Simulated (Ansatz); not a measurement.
**MgInH₃ (SMILES [MgH][InH2]): single points off equilibrium**

An exercise on one series of results from a longer session: the logs are not shown, and one member is left open.

Computed with Ansatz 0.2.0, Gaussian basis. Level: single points in def2-TZVPP.

Correlated methods freeze the cores. Filled d shells of the heavier atoms are correlated. Core potentials replace the inner electrons past krypton, and spin-orbit coupling is left out. The outer core shell of Li, Na, Mg and K is correlated.

## Starting geometry

5 atoms, charge 0, spin multiplicity 1.

Atoms are counted from 1 here; the program's logs count them from 0.

Bond lengths: Mg1–In2 2.639 Å, Mg1–H3 1.591 Å, In2–H4 2.045 Å, In2–H5 1.983 Å. Angles: In2–Mg1–H3 119.3°, Mg1–In2–H4 95.6°, Mg1–In2–H5 163.7°, H4–In2–H5 100.5°.

As a file:

```mol
H3InMg
  3D, bonds by distance, orders not assigned

  5  4  0  0  0  0  0  0  0  0999 V2000
    0.7013   -1.3056    1.2085 Mg  0  0
    0.3833    0.8784   -0.2379 In  0  0
   -0.3898   -2.4604    1.1240 H   0  0
   -1.3265    0.2526   -1.1694 H   0  0
    0.5585    2.7027   -0.9943 H   0  0
  1  2  8  0
  1  3  8  0
  2  4  8  0
  2  5  8  0
M  END
```

The first run:

Contents of run/in.yaml:

```yaml
crystal:
  periodic: [false, false, false]
  atoms:
    - {symbol: Mg, position_ang: [0.701300, -1.305600, 1.208500]}
    - {symbol: In, position_ang: [0.383300, 0.878400, -0.237900]}
    - {symbol: H, position_ang: [-0.389800, -2.460400, 1.124000]}
    - {symbol: H, position_ang: [-1.326500, 0.252600, -1.169400]}
    - {symbol: H, position_ang: [0.558500, 2.702700, -0.994300]}
basis:
  gaussian: {orbitals: def2-TZVPP}
correlation: {method: ccsd_t}
output: {forces: true}
```

The command line of these runs was not kept.

Among the steps run: CCSD(T)/def2-TZVPP; PBE0-D4/def2-TZVPP; wB97M-V/def2-TZVPP; r2SCAN-D4/def2-TZVPP; PBE-D4/def2-TZVPP; CAM-B3LYP-D4/def2-TZVPP; r2SCANh-D4/def2-TZVPP.

One table of the session follows, with a row left open; its other results are not shown here.

| method | RMS force component (eV/Å) | angle to CCSD(T) forces (°) | dipole (D) |
| --- | --- | --- | --- |
| CCSD(T) | 1.053 | reference | 5.41 |
| PBE0-D4 | 1.026 | 3.2 | 5.22 |
| wB97M-V | 1.071 | 1.8 | 5.63 |
| r2SCAN-D4 | 1.024 | 3.2 | 5.20 |
| PBE-D4 | ? | ? | ? |
| CAM-B3LYP-D4 | 1.032 | 1.1 | 5.51 |
| r2SCANh-D4 | 1.043 | 2.2 | 5.30 |

Q: Estimate the row for PBE-D4 from the others.

The run gave: RMS force component (eV/Å): 0.946; angle to CCSD(T) forces (°): 7.4; dipole (D): 4.85. In the column «RMS force component (eV/Å)» it is the lowest.
